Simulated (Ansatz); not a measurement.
**CH₂FGaO: one structure at several levels**

The atoms stand at a structure displaced at random from a GFN2-xTB minimum. How far do the functionals agree with CCSD(T) there?

The runs use Ansatz 0.2.0, Gaussian basis; single points in def2-TZVPP.

Correlated methods freeze the cores. Filled d shells of the heavier atoms are correlated.

## Step 1: The system as given

SMILES `O=[CH][GaH][F]`, 6 atoms, charge 0, spin multiplicity 1.

Atoms are counted from 1 here; the program's logs count them from 0.

Bond lengths: O1–C2 1.233 Å, C2–Ga3 2.145 Å, C2–H5 1.201 Å, Ga3–F4 1.910 Å, Ga3–H6 1.615 Å. Angles: O1–C2–Ga3 119.0°, O1–C2–H5 125.9°, Ga3–C2–H5 113.9°, C2–Ga3–F4 101.4°, C2–Ga3–H6 142.7°, F4–Ga3–H6 109.9°.

As a file:

```csv
atom,x (Å),y (Å),z (Å)
O1,1.9391,0.4711,-0.8912
C2,0.7725,0.0722,-0.9284
Ga3,-0.4796,0.3554,0.7899
F4,-1.9256,-0.8319,0.4050
H5,0.3073,-0.6673,-1.7528
H6,-0.4361,0.6759,2.3724
```

## Step 2: CCSD(T)/def2-TZVPP

The input, run/in.yaml:

```yaml
crystal:
  periodic: [false, false, false]
  atoms:
    - {symbol: O, position_ang: [1.939100, 0.471100, -0.891200]}
    - {symbol: C, position_ang: [0.772500, 0.072200, -0.928400]}
    - {symbol: Ga, position_ang: [-0.479600, 0.355400, 0.789900]}
    - {symbol: F, position_ang: [-1.925600, -0.831900, 0.405000]}
    - {symbol: H, position_ang: [0.307300, -0.667300, -1.752800]}
    - {symbol: H, position_ang: [-0.436100, 0.675900, 2.372400]}
basis:
  gaussian: {orbitals: def2-TZVPP}
correlation: {method: ccsd_t}
output: {forces: true}
```

The command line of these runs was not kept.

## Step 3: PBE0-D4/def2-TZVPP

Edit run/in.yaml of step 2 so:

```diff
@@ -11,3 +11,3 @@
   gaussian: {orbitals: def2-TZVPP}
-correlation: {method: ccsd_t}
-output: {forces: true}
+hamiltonian: {xc: pbe0, dispersion: d4}
+output: {forces: true, orbitals: {seedname: orbitals}}
```

## Step 4: wB97M-V/def2-TZVPP

Edit run/in.yaml of step 3 so:

```diff
@@ -11,3 +11,3 @@
   gaussian: {orbitals: def2-TZVPP}
-hamiltonian: {xc: pbe0, dispersion: d4}
-output: {forces: true, orbitals: {seedname: orbitals}}
+hamiltonian: {xc: {name: wB97M-V}}
+output: {forces: true}
```

## Step 5: r2SCAN-D4/def2-TZVPP

Edit run/in.yaml of step 4 so:

```diff
@@ -11,3 +11,3 @@
   gaussian: {orbitals: def2-TZVPP}
-hamiltonian: {xc: {name: wB97M-V}}
+hamiltonian: {xc: r2scan, dispersion: d4}
 output: {forces: true}
```

## Step 6: PBE-D4/def2-TZVPP

Edit run/in.yaml of step 5 so:

```diff
@@ -11,3 +11,3 @@
   gaussian: {orbitals: def2-TZVPP}
-hamiltonian: {xc: r2scan, dispersion: d4}
+hamiltonian: {xc: pbe, dispersion: d4}
 output: {forces: true}
```

## Step 7: LC-wPBE/def2-TZVPP

Edit run/in.yaml of step 6 so:

```diff
@@ -11,3 +11,3 @@
   gaussian: {orbitals: def2-TZVPP}
-hamiltonian: {xc: pbe, dispersion: d4}
+hamiltonian: {xc: {name: LC-wPBE}}
 output: {forces: true}
```

## Step 8: revPBE-D4/def2-TZVPP

Edit run/in.yaml of step 7 so:

```diff
@@ -11,3 +11,3 @@
   gaussian: {orbitals: def2-TZVPP}
-hamiltonian: {xc: {name: LC-wPBE}}
+hamiltonian: {xc: {name: revPBE}, dispersion: d4}
 output: {forces: true}
```

(Steps that only read results are left out.)

**Question.** What will these runs give? Wanted: energy less free atoms, CCSD(T)/def2-TZVPP; RMS force component; RMS force error; HOMO and LUMO, PBE0-D4; T1 diagnostic.

**Answer**, as computed:

| quantity | value |
| --- | --- |
| energy less free atoms, CCSD(T)/def2-TZVPP | -2002.1 kJ/mol |
| RMS force component | 0.922 to 1.373 eV/Å over the methods |
| RMS force error | PBE0-D4 0.461, wB97M-V 0.367, r2SCAN-D4 0.369, PBE-D4 0.312, LC-wPBE 0.421, revPBE-D4 0.317 eV/Å |
| HOMO and LUMO, PBE0-D4 | -7.33 and -2.88 eV |
| T1 diagnostic | 0.018 |

Against CCSD(T) the functionals' energies less atoms differ by -141.0 to -34.3 kJ/mol, PBE-D4 by -141.0 kJ/mol. A larger basis would deepen the CCSD(T) value, while the functionals are nearly converged already, so the order here is not reliable. On forces the order runs from PBE-D4 to PBE0-D4. Frozen-core CCSD(T) forces in triple zeta carry basis errors of their own, and this is one geometry, so small gaps rank nothing.
